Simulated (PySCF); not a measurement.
# BH₇N₂Si₂: excited states

What do calculations give for the excited states of BH₇N₂Si₂ (`BN1[SiH2]N[SiH2]1`)?

Computed with PySCF 2.14.0 and routines of our own; the level stands in each step. Atoms count from 0.

## 1. The starting structure

12 atoms, charge 0, multiplicity 1; geometry from: GFN2-xTB.

## 2. Excited states: TDA BHandHLYP/def2-SVP

Job settings and geometry (Å):

```
{"job": {"kind": "states", "xc": "BHandHLYP", "basis": "def2-SVP", "tda": true, "soc": true, "nstates": 8, "ntriplets": 4, "nquad": 4}, "charge": 0, "multiplicity": 1}
B     -1.495826    -0.829174     1.048959
N     -0.460149    -0.257225     0.321622
Si    -0.322186     1.280994    -0.532387
N      1.279593     0.709181    -0.903060
Si     1.168956    -0.813482    -0.066397
H     -1.344340    -1.888098     1.535150
H     -2.508941    -0.245251     1.166068
H     -1.210489     1.383022    -1.686282
H     -0.359488     2.439896     0.354507
H      2.027940     1.125010    -1.426781
H      2.035427    -0.923164     1.103117
H      1.190702    -1.982396    -0.940543
```

Level: TDA BHandHLYP/def2-SVP excited states, vertical, gas phase, spin-orbit mean-field couplings.

The run is started by

```bash
$ OMP_NUM_THREADS=1 python excited_run.py task.json out
```

One launch serves the whole session: the jobs run in the order shown.

Standard output:

```text
coarse grid: 10800 points
cycle   1  E = -717.1572679660  dE =  5.456e-01  |g| = 5.333e-01  |ddm| = 3.373e+00
cycle   2  E = -717.1537308952  dE =  3.537e-03  |g| = 5.626e-01  |ddm| = 9.094e-01
cycle   3  E = -717.2245310849  dE = -7.080e-02  |g| = 5.668e-02  |ddm| = 5.086e-01
cycle   4  E = -717.2252712885  dE = -7.402e-04  |g| = 2.089e-02  |ddm| = 7.881e-02
cycle   5  E = -717.2253789058  dE = -1.076e-04  |g| = 5.496e-03  |ddm| = 2.260e-02
cycle   6  E = -717.2253853042  dE = -6.398e-06  |g| = 1.456e-03  |ddm| = 5.860e-03
final grid: 94648 points
cycle   7  E = -717.2831047310  dE = -6.177e-06  |g| = 2.626e-03  |ddm| = 8.916e-03
cycle   8  E = -717.2831042989  dE =  4.321e-07  |g| = 3.027e-03  |ddm| = 5.235e-03
cycle   9  E = -717.2831063374  dE = -2.039e-06  |g| = 1.134e-04  |ddm| = 2.636e-03
cycle  10  E = -717.2831063407  dE = -3.296e-09  |g| = 4.576e-05  |ddm| = 1.855e-04
cycle  11  E = -717.2831063413  dE = -6.110e-10  |g| = 5.243e-06  |ddm| = 5.885e-05
converged SCF energy = -717.2831063413

Singlet excitations
state   eV       nm        f     d(h-e)  d(exc)  Lambda  PR(NTO)  |dmu|/D   mu/D   main configurations
  1   6.2823   197.4   0.00852   0.515   2.795   0.428   1.016    1.075    3.512   H->L 0.98
  2   6.8710   180.4   0.00000   0.004   2.325   0.526   1.007    0.183    2.619   H-2->L+1 0.97
  3   7.0909   174.8   0.00654   0.874   2.925   0.415   1.027    3.037    0.600   H-1->L 0.97
  4   7.5877   163.4   0.00932   1.506   3.342   0.389   1.022    5.248    2.812   H-2->L 0.92
  5   7.8595   157.8   0.08679   2.986   3.845   0.308   1.041                     H->L+1 0.97
  6   7.9820   155.3   0.32221   1.187   2.746   0.606   1.119                     H-1->L+1 0.92
  7   8.0036   154.9   0.01226   0.549   2.833   0.443   1.019                     H->L+2 0.91
  8   8.0906   153.2   0.00000   0.440   2.675   0.417   1.173                     H->L+3 0.89

Triplet excitations (Tamm-Dancoff)
state   eV     d(h-e)  d(exc)  Lambda  PR(NTO)   main configurations
  1   5.9443   0.391   2.731   0.430   1.028   H->L 0.95
  2   6.2147   1.247   2.450   0.596   1.010   H-1->L+1 0.89
  3   6.2727   0.098   2.249   0.522   1.006   H-2->L+1 0.94
  4   6.8171   0.782   2.854   0.417   1.054   H-1->L 0.94
S1 - T1 = 0.3380 eV

Spin-orbit couplings |<S|Hso|T>| (cm-1)
             T1       T2       T3       T4
S0       12.884    0.116    4.996   19.656
S1        0.005    2.736    0.079    0.024
S2        0.379   10.342    0.255    0.674
S3        0.020    7.433    0.242    0.014
S4        6.716    0.163    7.472   19.395
S5       10.506    0.034    0.483    2.409
S6        3.163    0.269   11.300   14.105
S7        0.043    0.297    0.423    0.042
S8        6.509    1.346    0.046    0.877
T1 sublevels (cm-1): 0.000 0.001 0.001   radiative rates (1/s): 2.93 0.000915 0.00608
```

It took 12 s on 1 thread of Arm Neoverse V1, shared host; peak memory 0.52 GiB.

From this job:

```
  quantity    value
S1 less T1  0.34 eV
```

## 3. Excited states: TDDFT PBE0/def2-SVPD

Settings changed since step 2:

```diff
@@ -1,2 +1,2 @@
-{"job": {"kind": "states", "xc": "BHandHLYP", "basis": "def2-SVP", "tda": true, "soc": true, "nstates": 8, "ntriplets": 4, "nquad": 4}, "charge": 0, "multiplicity": 1}
+{"job": {"kind": "states", "xc": "PBE0", "basis": "def2-SVPD", "tpa": true, "nstates": 6, "nquad": 5, "ntriplets": 0}, "charge": 0, "multiplicity": 1}
 B     -1.495826    -0.829174     1.048959
```

With the program's defaults for keys left out, this is: TDDFT PBE0/def2-SVPD excited states, vertical, gas phase, two-photon moments by quadratic response.

Standard output:

```text
coarse grid: 10800 points
cycle   1  E = -716.7981203618  dE =  4.711e-01  |g| = 5.766e-01  |ddm| = 5.066e+00
cycle   2  E = -716.6948443435  dE =  1.033e-01  |g| = 8.776e-01  |ddm| = 1.706e+00
cycle   3  E = -716.8731146936  dE = -1.783e-01  |g| = 8.005e-02  |ddm| = 9.745e-01
cycle   4  E = -716.8747374288  dE = -1.623e-03  |g| = 2.756e-02  |ddm| = 1.508e-01
cycle   5  E = -716.8749274741  dE = -1.900e-04  |g| = 8.558e-03  |ddm| = 4.259e-02
cycle   6  E = -716.8749427408  dE = -1.527e-05  |g| = 2.862e-03  |ddm| = 1.366e-02
cycle   7  E = -716.8749446636  dE = -1.923e-06  |g| = 1.617e-04  |ddm| = 4.788e-03
final grid: 94648 points
cycle   8  E = -716.9578266609  dE = -1.334e-05  |g| = 6.610e-03  |ddm| = 8.776e-02
cycle   9  E = -716.9578126009  dE =  1.406e-05  |g| = 1.035e-02  |ddm| = 1.837e-02
cycle  10  E = -716.9578367399  dE = -2.414e-05  |g| = 6.895e-04  |ddm| = 1.087e-02
cycle  11  E = -716.9578368726  dE = -1.327e-07  |g| = 1.152e-04  |ddm| = 1.115e-03
cycle  12  E = -716.9578368748  dE = -2.196e-09  |g| = 7.118e-05  |ddm| = 2.001e-04
cycle  13  E = -716.9578368760  dE = -1.132e-09  |g| = 1.251e-05  |ddm| = 1.075e-04
cycle  14  E = -716.9578368760  dE = -3.956e-11  |g| = 2.339e-06  |ddm| = 3.260e-05
converged SCF energy = -716.9578368760

Singlet excitations
state   eV       nm        f     d(h-e)  d(exc)  Lambda  PR(NTO)  |dmu|/D   mu/D   delta(TPA)   sigma/GM   main configurations
  1   5.4585   227.1   0.00745   0.514   3.082   0.423   1.008    0.698    3.055        0.20      0.002   H->L 0.99
  2   6.2665   197.9   0.00766   0.989   3.227   0.412   1.010    3.276    0.919        1.37      0.020   H-2->L 0.98
  3   6.3639   194.8   0.00000   0.066   2.439   0.550   1.010    0.483    2.840        0.24      0.004   H-1->L+1 0.98
  4   6.4178   193.2   0.00282   2.004   3.770   0.379   1.010    6.522    4.165       37.47      0.565   H-1->L 0.97
  5   6.5000   190.7   0.01882   3.059   3.964   0.290   1.019    9.372   11.729       96.98      1.501   H->L+1 0.99
  6   6.7158   184.6   0.00477   0.601   3.251   0.396   1.006                                            H->L+2 0.97
```

It took 28 s on 1 thread of Arm Neoverse V1, shared host; peak memory 0.57 GiB.

## 4. Summary of results

```
                                   quantity    value
S1 less T1 (step 2, TDA BHandHLYP/def2-SVP)  0.34 eV
```

In step 2, the number of triplets below S1 is 3, and the largest singlet-triplet spin-orbit coupling is S0–T4, 19.66 cm⁻¹.
